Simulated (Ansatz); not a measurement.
# CH₃AlFNS: how energies converge with the basis set

How large a basis does CH₃AlFNS need? Two functionals are run in growing sets.

The runs use Ansatz 0.2.0, Gaussian basis; one geometry, several basis sets.

Plan: PBE0-D4/def2-SVP; ωB97M-V/def2-SVP; PBE0-D4/def2-QZVPP; ωB97M-V/def2-QZVPP; the functionals' def2-TZVPP values are taken from earlier runs.

### 1 The geometry

All runs share one geometry, relaxed beforehand with PBE0-D4 in a triple-zeta def2 set.

8 atoms, charge 0, spin multiplicity 1.

Atoms are counted from 1 here; the program's logs count them from 0.

Bond lengths: N1–C2 1.274 Å, N1–H6 1.024 Å, C2–Al3 1.967 Å, C2–H7 1.100 Å, Al3–F4 1.647 Å, Al3–S5 2.156 Å, S5–H8 1.352 Å. Angles: C2–N1–H6 112.8°, N1–C2–Al3 112.3°, N1–C2–H7 121.5°, Al3–C2–H7 126.2°, C2–Al3–F4 121.1°, C2–Al3–S5 117.8°, F4–Al3–S5 121.1°, Al3–S5–H8 87.1°.

### 2 PBE0-D4 in def2-SVP

Contents of in.yaml:

```yaml
crystal:
  periodic: [false, false, false]
  atoms:
    - {symbol: N, position_ang: [-0.200622, 1.259154, 0.727741]}
    - {symbol: C, position_ang: [0.692900, 0.352591, 0.665267]}
    - {symbol: Al, position_ang: [0.222593, -1.074240, -0.605168]}
    - {symbol: F, position_ang: [1.225567, -2.356526, -0.853317]}
    - {symbol: S, position_ang: [-1.650077, -0.903403, -1.660794]}
    - {symbol: H, position_ang: [0.036660, 2.005883, 1.386975]}
    - {symbol: H, position_ang: [1.608225, 0.405627, 1.273265]}
    - {symbol: H, position_ang: [-1.842947, 0.253814, -0.989672]}
basis:
  gaussian: {orbitals: def2-SVP}
hamiltonian: {xc: pbe0, dispersion: d4}
output: {orbitals: {seedname: orbitals}}
```

Command:

```
> ansatz run in.yaml --threads 2 --pin off --events-out ev --progress --plain --max-ram 4352MiB
```

After this run come: ωB97M-V in def2-SVP; PBE0-D4 in def2-QZVPP; ωB97M-V in def2-QZVPP.

Q: Predict the results of all the runs planned. Wanted: PBE0-D4: double and triple zeta above quadruple; ωB97M-V: double and triple zeta above quadruple.

The runs gave:

| quantity | value |
| --- | --- |
| PBE0-D4: double and triple zeta above quadruple | 13.34, 0.84 eV |
| ωB97M-V: double and triple zeta above quadruple | 13.42, 0.79 eV |

What this shows: For PBE0-D4 the step from double to triple zeta gains 12.50 eV and the next only 0.84 eV. Total energies overstate the basis error of differences, where much of it tends to cancel.
